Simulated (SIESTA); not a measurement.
# Ge2Sb2Te5 under changes of volume

One of the cells (30.343 Å³/atom); the others are scaled copies at fixed shape and fractional positions:

```xyz
9
Lattice="4.2941 0.0000 0.0000 -2.1470 3.7188 0.0000 0.0000 0.0000 17.1013" Properties=species:S:1:pos:R:3 pbc="T T T"
Te    2.1470    1.2396    7.1807
Te    0.0000    2.4792    9.9206
Te    0.0000    2.4792    3.4466
Te    2.1470    1.2396   13.6547
Te    0.0000    0.0000    0.0000
Sb    0.0000    0.0000    5.4736
Sb    0.0000    0.0000   11.6278
Ge    2.1470    1.2396    1.7596
Ge    0.0000    2.4792   15.3417
```

The cell comes from a database or a generator and needn't be the stable form of this composition.

| Property | Result |
| --- | --- |
| Program | SIESTA 5.4.2 |
| Functional | LDA |
| Potentials or basis | PseudoDojo 0.4 standard (LDA files) |
| Basis | DZP (energy shift 0.003 Ry; two zetas on semicore shells) |
| Grid cutoff | 800 Ry |
| Energy shift | 0.003 Ry |
| k mesh | 5 × 5 × 2 |
| Occupations | fermi-dirac, width 0.05 eV |
| Spin | no spin polarisation |

| volume (Å³/atom) | energy over the lowest point (meV/atom) | pressure (GPa) | gap on the mesh (eV) | largest force (eV/Å) |
| --- | --- | --- | --- | --- |
| 28.522 | 1.86 | 1.1 | 0.09 | 0.426 |
| 29.129 | 0.00 | -0.1 | 0.15 | 0.304 |
| 29.736 | 2.65 | -1.3 | 0.21 | 0.241 |
| 30.343 | ? | ? | ? | ? |
| 30.950 | 19.68 | -3.2 | 0.31 | 0.127 |
| 31.557 | 33.26 | -4.0 | 0.33 | 0.224 |
| 32.163 | 49.74 | -4.7 | 0.35 | 0.326 |

**Question.** What does the run at 30.343 Å³/atom give?

**Answer.** Energy over the lowest point 9.35 meV/atom; pressure -2.3 GPa; gap on the mesh 0.26 eV; largest force 0.182 eV/Å.

Worked out: A Birch-Murnaghan fit of order 3 (a polynomial in V^(-2/3)) to the other rows has its minimum at 29.06 Å³/atom with B0 = V·E''(V) = 58 GPa and B' = 4.2 at fixed shape and positions, which overstates the stiffness. It gives 9.35 meV/atom at 30.343 Å³/atom, against the run's 9.35, and -dE/dV = -2.3 GPa, against -2.3.

Energies are extrapolated to zero smearing.

Caveats: spin-orbit coupling is left out, which moves the levels of the heavy elements; an odd mesh through Γ misses points on the zone boundary, where band edges often lie; the basis of atomic orbitals isn't converged, which shifts pressures, moduli and gaps.
